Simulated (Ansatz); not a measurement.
# ZrHBr: the cost of one run

Computed with Ansatz 0.2.0 (DFT r2SCAN, scalar-relativistic, plane waves, PAW).

2 further runs of the same task are left out: 1 that didn't finish, 1 set aside as unsound or not needed.

## (1) The system as given

Symmetry: P-3m1, No. 164, trigonal system. Conventional cell: a = 3.451 Å, b = 3.451 Å, c = 10.228 Å, α = 90.00°, β = 90.00°, γ = 120.00°. Around Zr (site symmetry 3m) lie 4 H at 2.07 to 2.18 Å and 3 Br at 2.76 Å. H (site symmetry 3m) is surrounded by 4 Zr at 2.07 to 2.18 Å. Br (site symmetry 3m) is surrounded by 3 Zr at 2.76 Å and 1 H at 2.79 Å.

Structure file:

```cif
data_structure
_symmetry_space_group_name_H-M 'P 1'
_symmetry_Int_Tables_number 1
_cell_length_a 3.4510
_cell_length_b 3.4510
_cell_length_c 10.2284
_cell_angle_alpha 90.000
_cell_angle_beta 90.000
_cell_angle_gamma 120.000
_cell_volume 105.49
loop_
_atom_site_label
_atom_site_type_symbol
_atom_site_fract_x
_atom_site_fract_y
_atom_site_fract_z
_atom_site_occupancy
Zr1 Zr 0.33333 0.66667 0.64399 1
Zr2 Zr 0.66667 0.33333 0.35601 1
H1 H 0.33333 0.66667 0.44163 1
H2 H 0.66667 0.33333 0.55837 1
Br1 Br 0.33333 0.66667 0.16881 1
Br2 Br 0.66667 0.33333 0.83119 1
```

The structure comes from the Materials Project (structure only).

## (2) Functional and cell changed: r2SCAN

The change: strain xx, yy, zz, yz, xz, xy = +0.0, +0.0, +0.0, +0.0, +0.0, +0.0 %.

File input.yaml:

```yaml
crystal:
  lattice:
    - [3.4523901344, 0.0, 0.0]
    - [-1.7261950672, 2.9898575602, 0.0]
    - [0.0, 0.0, 10.2326186542]
  atoms:
    - { symbol: Zr, position: [0.3333333333, 0.6666666667, 0.643992] }
    - { symbol: Zr, position: [0.6666666667, 0.3333333333, 0.356008] }
    - { symbol: H, position: [0.3333333333, 0.6666666667, 0.44163] }
    - { symbol: H, position: [0.6666666667, 0.3333333333, 0.55837] }
    - { symbol: Br, position: [0.3333333333, 0.6666666667, 0.168813] }
    - { symbol: Br, position: [0.6666666667, 0.3333333333, 0.831187] }
basis:
  ecutwfc: 500
kpoints:
  mp_grid: { grid: [12, 12, 4] }
hamiltonian:
  xc: r2scan
scf:
  occupations: { method: gaussian, width: 0.1 }
output:
  forces: true
  stress: true
  eigenvalues: true
  write_density: true
  write_potential: true
  elf: true
  volumetric_format: npy
```

Started as:

```bash
$ ansatz run input.yaml --threads 1 --pin off --max-ram 1331MiB --backend cpu --events-out ev --progress --plain --runs-dir out
```

What time and memory should one allow on 1 thread of an x86-64 CPU, shared host?

About 18 s, with a peak of 0.71 GiB.
